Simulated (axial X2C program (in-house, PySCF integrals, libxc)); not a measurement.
# A two-component session on TiB⁻: properties at the nuclei

Aim: properties at the nuclei of TiB⁻, with spin–orbit coupling in the Hamiltonian from the start.

Method: two-component X2C with atomic mean-field terms, Ti dyall-acv3z, B dyall-av3z; program: an in-house X2C program for linear molecules on PySCF integrals.

All values are calculated.

## (1) Input

The input, task.json:

```json
{"zs": [22, 5], "q": -1, "bas": ["dyall-acv3z", "dyall-av3z"], "r0": 2.21, "levels": ["PBE0", "HF", "TPSSh", "r2SCAN", "B3LYP"], "nst": 3}
```

Keys: zs atomic numbers; q charge; bas basis sets; r0 starting distance in Å; levels methods (HF also brings MP2); nst determinants followed.

Launch:

```bash
$ python soeom.py task.json out
```

After this run come: Expectation values, lowest determinant; Expectation values, a higher determinant; Expectation values, a higher determinant.

Before running it: what results should come out? Wanted: lowest determinant; Eeff magnitude; Ws magnitude Ti; A∥/gI Ti; qzz Ti; higher determinant (for each run or level that gives them).

The runs gave:

| quantity | value |
| --- | --- |
| lowest determinant | Ω = 2 (excess of +ω over −ω: 2 × ω = -1/2, 2 × ω = 3/2) |
| Eeff magnitude (GV/cm), PBE0 | 0.13 |
| Ws magnitude Ti (kHz), PBE0 | 0.0235 |
| A∥/gI Ti (MHz), PBE0 | 123 |
| qzz Ti (a.u.), PBE0 | -0.30 |
| higher determinant | Ω = 2 (excess of +ω over −ω: ω = 1/2, ω = 3/2) |
| Eeff magnitude (GV/cm), PBE0, higher determinant | 0.13 |
| Ws magnitude Ti (kHz), PBE0, higher determinant | 0.0314 |
| A∥/gI Ti (MHz), PBE0, higher determinant | 112 |
| qzz Ti (a.u.), PBE0, higher determinant | -1.88 |
| higher determinant | Ω = 1 (excess of +ω over −ω: ω = -1/2, ω = 3/2) |
| Eeff magnitude (GV/cm), PBE0, higher determinant | 0.209 |
| Ws magnitude Ti (kHz), PBE0, higher determinant | 0.0868 |
| A∥/gI Ti (MHz), PBE0, higher determinant | -44.7 |
| qzz Ti (a.u.), PBE0, higher determinant | -1.96 |

In words: In the first state, the effective field runs from 0.0558 to 0.509 GV/cm over the mean-field levels, so the levels don't agree on it. The expectation values come from single determinants, which for open shells can mix terms of unlike spin or miss the lowest Ω, so a determinant need not be a state. Eeff is the effective electric field on the electron dipole moment in this Ω state and Ws the scalar–pseudoscalar constant (defined with the proton number Z and per Ω); A∥ is the parallel hyperfine constant, which follows by multiplying with the nuclear g factor gI = μI/(I μN); qzz is the electric field gradient, eQq0 = 234.96 MHz × Q/barn × qzz. The operators were transformed with the bare-nucleus X2C matrices.
